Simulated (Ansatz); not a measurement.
# RuS (zincblende): how the settings move a single-point run

Aim: see which settings change the result for RuS (zincblende), by how much, and at what cost.

Computed with Ansatz 0.2.0 (reference: DFT PBE, scalar-relativistic, plane waves, PAW, unless a step's input says otherwise).

2 further runs of the same task are left out: 2 set aside as unsound or not needed. Runs told in other sessions of the task aren't counted.

## (1) Starting point

It takes space group F-43m (No. 216, cubic). The conventional cell has a = 5.201 Å, b = 5.201 Å, c = 5.201 Å, α = 90.00°, β = 90.00°, γ = 90.00°. Around Ru (site symmetry -43m) lie 4 S at 2.25 Å. S (site symmetry -43m) is surrounded by 4 Ru at 2.25 Å.

Coordinates:

```cif
data_structure
_symmetry_space_group_name_H-M 'P 1'
_symmetry_Int_Tables_number 1
_cell_length_a 3.6777
_cell_length_b 3.6777
_cell_length_c 3.6777
_cell_angle_alpha 60.000
_cell_angle_beta 60.000
_cell_angle_gamma 60.000
_cell_volume 35.17
loop_
_atom_site_label
_atom_site_type_symbol
_atom_site_fract_x
_atom_site_fract_y
_atom_site_fract_z
_atom_site_occupancy
Ru1 Ru 0.00000 0.00000 0.00000 1
S1 S 0.25000 0.25000 0.25000 1
```

## (2) Baseline

input.yaml reads:

```yaml
crystal:
  lattice:
    - [0.0, 2.6005202394, 2.6005202394]
    - [2.6005202394, 0.0, 2.6005202394]
    - [2.6005202394, 2.6005202394, 0.0]
  atoms:
    - { symbol: Ru, position: [0.0, 0.0, 0.0] }
    - { symbol: S, position: [0.25, 0.25, 0.25] }
basis:
  ecutwfc: 420
  ecutrho_ratio: 4
kpoints:
  mp_grid: { grid: [10, 10, 10] }
hamiltonian:
  xc: pbe
scf:
  occupations: { method: gaussian, width: 0.05 }
output:
  forces: true
  stress: true
  eigenvalues: true
```

Started as:

```bash
$ ansatz run input.yaml --threads 2 --pin off --max-ram 2662MiB --backend cpu --events-out ev --progress --plain --runs-dir out
```

## (3) Changing settings: starting moments, spin_polarized true

input.yaml, as its differences from that of step 2:

```diff
@@ -6,4 +6,4 @@
   atoms:
-    - { symbol: Ru, position: [0.0, 0.0, 0.0] }
-    - { symbol: S, position: [0.25, 0.25, 0.25] }
+    - { symbol: Ru, position: [0.0, 0.0, 0.0], spin: 2.0 }
+    - { symbol: S, position: [0.25, 0.25, 0.25], spin: -0.5 }
 basis:
@@ -20,2 +20,7 @@
   stress: true
-  eigenvalues: true
+  write_density: true
+  write_potential: true
+  elf: true
+  volumetric_format: npy
+magnetization:
+  spin_polarized: true
```

## (4) Changed: xc pbesol

input.yaml, as its differences from that of step 2:

```diff
@@ -14,3 +14,3 @@
 hamiltonian:
-  xc: pbe
+  xc: pbesol
 scf:
@@ -20,2 +20 @@
   stress: true
-  eigenvalues: true
```

## (5) Variant: ecutrho_ratio 12, eigensolver.kind davidson, preconditioner kerker

input.yaml, as its differences from that of step 2:

```diff
@@ -10,3 +10,3 @@
   ecutwfc: 420
-  ecutrho_ratio: 4
+  ecutrho_ratio: 12
 kpoints:
@@ -17,2 +17,4 @@
   occupations: { method: gaussian, width: 0.05 }
+  eigensolver: { kind: davidson }
+  mixing: { preconditioner: kerker }
 output:
@@ -20,2 +22 @@
   stress: true
-  eigenvalues: true
```

## (6) Changing settings: pseudopotentials.kind nc, pseudopotentials.accuracy standard

input.yaml, as its differences from that of step 2:

```diff
@@ -15,2 +15,3 @@
   xc: pbe
+  pseudopotentials: { kind: nc, accuracy: standard }
 scf:
@@ -20,2 +21 @@
   stress: true
-  eigenvalues: true
```

## (7) Changing settings: starting moments, spin_polarized true

input.yaml, as its differences from that of step 2:

```diff
@@ -6,4 +6,4 @@
   atoms:
-    - { symbol: Ru, position: [0.0, 0.0, 0.0] }
-    - { symbol: S, position: [0.25, 0.25, 0.25] }
+    - { symbol: Ru, position: [0.0, 0.0, 0.0], spin: 0.2 }
+    - { symbol: S, position: [0.25, 0.25, 0.25], spin: 0.2 }
 basis:
@@ -20,2 +20,3 @@
   stress: true
-  eigenvalues: true
+magnetization:
+  spin_polarized: true
```

Q: Predict the outcome of this session. Wanted: for each run, ending; energy change; pressure; gap; force.

The runs gave:

```csv
run,ending,energy change,pressure (GPa),gap (eV),force (eV/Å),cycles,time
reference,converged,0,0.0,0.00,0.00,6,1.1 s
"1: starting moments, spin_polarized true",converged,0.0 meV/atom,0.0,0.00,0.00,11,8.2 s
2: xc pbesol,converged,not comparable,-5.7,0.00,0.00,6,1.1 s
"3: ecutrho_ratio 12, eigensolver.kind davidson, preconditioner kerker",converged,0.0 meV/atom,0.0,0.00,0.00,7,1.3 s
"4: pseudopotentials.kind nc, pseudopotentials.accuracy standard",converged,not comparable,-1.3,0.00,0.00,7,0.97 s
"5: starting moments, spin_polarized true",converged,0.0 meV/atom,0.0,0.00,0.00,11,2.9 s
```

Times don't compare one to one where runs were asked for different outputs or read a saved state (see the inputs); cycles may leave out searches for a lower state.

Residual by cycle in the longest SCF loop of each run; runs are numbered as in the table. The quantity is the density residual dr2, in eV.

```csv
cycle,reference,run 1,run 2,run 3,run 4,run 5
1,0.00209,1.29,0.00843,0.00197,3.78,1.3
2,7.0e-4,0.508,0.00291,6.5e-4,0.17,0.505
3,4.4e-5,0.0258,1.8e-4,5.9e-5,0.0555,0.0316
4,1.2e-5,0.00171,1.5e-5,1.5e-5,9.1e-4,0.00189
5,1.0e-6,4.0e-4,2.0e-6,1.5e-6,3.8e-5,2.7e-4
6,4.4e-8,1.0e-5,6.8e-8,1.7e-7,2.4e-7,9.3e-6
7,-,1.5e-6,-,6.5e-9,4.5e-9,2.7e-6
8,-,1.3e-7,-,-,-,4.3e-8
9,-,7.1e-8,-,-,-,4.7e-8
10,-,4.2e-8,-,-,-,1.7e-9
11,-,7.5e-10,-,-,-,3.7e-10
```

**Reading.** Of the converged runs whose energies compare with the reference's, none moves it noticeably. Run 4 ran under the cutoff that the potentials recommend, as the log warns, so basis error is mixed into its values, and swamps them where the cutoff is far short.
